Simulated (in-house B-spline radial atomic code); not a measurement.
# C⁵⁺: starting-point dependence of G0W0 and RPA

Aim: see how far the highest quasi-particle level and the RPA correlation energy of C⁵⁺ depend on the orbitals that they are built on.

Program: an in-house B-spline radial atomic code, version 1. Level of theory: RPA, second order, AC-SOSEX and G0W0 (contour deformation) on a non-relativistic mean field, all electrons; no spin-orbit coupling, Breit or QED terms. These are calculated values, not measurements, unless marked.

## Step 1: The atom as given

| Property | Result |
| --- | --- |
| element | carbon (Z = 6) |
| charge | +5 |
| electrons | 1 |
| configuration | 1s1 |
| next ion, run as well | bare nucleus |
| Hamiltonian | non-relativistic, point nucleus |
| starts | Hartree-Fock, LDA (VWN5), BHandHLYP, ωB97X, BLYP, exchange-only LDA |

The outer shells:

C5+
```
1s [↑ ]
```

## Step 2: Run with the Hartree-Fock start

Input settings:

```ini
Z = 6
electrons = 1.0
configuration = 1s1
hamiltonian = nr
method = hf
lmax = 9
spin_polarised = True
box_radius = 10.43
intervals = 43
```

Launch:

```bash
$ python run_gw.py task.json out
```

One command runs all members of the session, one after another, from task.json.

After this run come: Run with the LDA (VWN5) start; Run with the BHandHLYP start; Run with the ωB97X start; Run with the BLYP start; Run with the exchange-only LDA start.

**Question.** What will these runs give? Wanted: highest level, mean field; highest level, G0W0; RPA correlation energy; RPA+SOSEX.

**Answer**, as computed:

| quantity | value |
| --- | --- |
| highest level, mean field (range over the runs) | -489.80 to -446.50 eV |
| highest level, G0W0 (range over the runs) | -489.67 to -489.39 eV |
| RPA correlation energy | -0.02288 to -0.02118 hartree |
| RPA+SOSEX | 0.0000 hartree |
| tabulated theoretical ionisation energy (1s shell) | 489.99 eV (NIST Atomic Spectra Database, ionization energies) |
| G0W0 removal energy less that value | -0.603 to -0.324 eV |

**Reading.** The starts spread the highest level over 43.3 eV; after G0W0 0.28 eV remain, 0.64 % of that. On the semilocal starts the correction is downwards, 37 to 43 eV, since their self-interaction lifts occupied levels. The RPA energy is largest in size on BLYP and smallest on Hartree-Fock, 7.4 % apart. The tabulated theoretical ionisation energy is 489.99 eV; G0W0 misses it by -0.32 eV at best (on Hartree-Fock) and -0.60 eV at worst (on exchange-only LDA). As differences of total energies the mean miss over the starts is 2.6 eV for mean field, 0.40 eV for RPA, 0.21 eV for RPA+SOSEX. With one electron the exact correlation energy is zero; what RPA gives is self-correlation, which SOSEX cancels.
